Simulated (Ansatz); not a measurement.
# Ga2O3: the cost of one run

Program: Ansatz 0.2.0. Level of theory: reference: DFT PBE, plane waves, PAW, scalar-relativistic, no spin polarisation. These are calculated values, not measurements.

### Step 1. Starting point

Symmetry: R-3c, No. 167, trigonal system. The conventional cell has a = 5.025 Å, b = 5.025 Å, c = 13.548 Å, α = 90.00°, β = 90.00°, γ = 120.00°. Around Ga (site symmetry 3) lie 6 O at 1.94 to 2.09 Å. Around O (site symmetry 2) lie 4 Ga at 1.94 to 2.09 Å.

Structure file:

```
CELL_PARAMETERS angstrom
2.51258 4.35191 0.00000
-2.51258 4.35191 0.00000
-2.51258 1.45064 4.51601
ATOMIC_POSITIONS crystal
Ga 0.35540 0.28920 0.06620
Ga 0.14460 0.71080 0.43380
Ga 0.64460 0.71080 0.93380
Ga 0.85540 0.28920 0.56620
O 0.55490 0.19510 0.75000
O 0.25000 0.80490 0.75000
O 0.94510 0.50000 0.75000
O 0.44510 0.80490 0.25000
O 0.75000 0.19510 0.25000
O 0.05490 0.50000 0.25000
```

### Step 2. Baseline

Input file input.yaml:

```yaml
crystal:
  lattice:
    - [2.512579, 4.351913, 0.0]
    - [-2.512579, 4.351913, 0.0]
    - [-2.512579, 1.450634, 4.516006]
  atoms:
    - { symbol: Ga, position: [0.3554, 0.2892, 0.0662] }
    - { symbol: Ga, position: [0.1446, 0.7108, 0.4338] }
    - { symbol: Ga, position: [0.6446, 0.7108, 0.9338] }
    - { symbol: Ga, position: [0.8554, 0.2892, 0.5662] }
    - { symbol: O, position: [0.5549, 0.1951, 0.75] }
    - { symbol: O, position: [0.25, 0.8049, 0.75] }
    - { symbol: O, position: [0.9451, 0.5, 0.75] }
    - { symbol: O, position: [0.4451, 0.8049, 0.25] }
    - { symbol: O, position: [0.75, 0.1951, 0.25] }
    - { symbol: O, position: [0.0549, 0.5, 0.25] }
  symmetry: { tolerance: 0.0003 }
kpoints:
  mp_grid: { grid: [5, 5, 5], shift: [0, 0, 0] }
magnetization:
  spin_polarized: false
scf:
  occupations: { method: fermi_dirac }
hamiltonian:
  pseudopotentials: { kind: paw }
  xc: pbe
basis:
  ecutwfc: 420
output:
  forces: true
  stress: true
  eigenvalues: true
```

On the command line:

```console
> ansatz run input.yaml --threads 1 --pin off --max-ram 2560MiB --backend cpu --events-out ev --progress --plain --runs-dir out
```

**Question.** How long does this run take on 1 thread of Arm Neoverse V2, shared host, and how much memory does it need?

About 5.3 s, with a peak of 0.38 GiB.
